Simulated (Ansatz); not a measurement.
# Si: the cost of one run

Method: DFT LDA, scalar-relativistic, plane waves, PAW, in Ansatz 0.2.0.

This is Si in the hcp structure; at room conditions it is diamond.

**1. The starting structure**

It takes space group P6_3/mmc (No. 194, hexagonal). Conventional cell: a = 2.666 Å, b = 2.666 Å, c = 4.506 Å, α = 90.00°, β = 90.00°, γ = 120.00°. Si (site symmetry -6m2) has 12 Si at 2.67 to 2.73 Å as nearest neighbours.

As a file:

```xyz
2
Lattice="2.6656 0.0000 0.0000 -1.3328 2.3085 0.0000 0.0000 0.0000 4.5063" Properties=species:S:1:pos:R:3 pbc="T T T"
Si    0.0000    1.5390    1.1266
Si    1.3328    0.7695    3.3797
```

It goes back to an entry of the Materials Project, which need not be the stable form.

The cell is taken as given, not relaxed at this level.

**2. The undisturbed cell**

Contents of input.yaml:

```yaml
crystal:
  lattice:
    - [2.6655775094, 0.0, 0.0]
    - [-1.3327887547, 2.3084578389, 0.0]
    - [0.0, 0.0, 4.50626927]
  atoms:
    - { symbol: Si, position: [0.3333333333, 0.6666666667, 0.25] }
    - { symbol: Si, position: [0.6666666667, 0.3333333333, 0.75] }
basis:
  ecutwfc: 420
kpoints:
  mp_grid: { grid: [21, 21, 10] }
hamiltonian:
  xc: lda
scf:
  occupations: { method: gaussian, width: 0.15 }
output:
  forces: true
  stress: true
  eigenvalues: true
  write_density: true
  write_potential: true
  elf: true
  volumetric_format: npy
```

The run is started by

```bash
ansatz run input.yaml --threads 1 --pin off --max-ram 1228MiB --backend cpu --events-out ev --progress --plain --runs-dir out
```

**Question.** How long does this run take on 1 thread of an Arm CPU, shared host, and how much memory does it need?

About 8.3 s, with a peak of 0.31 GiB.
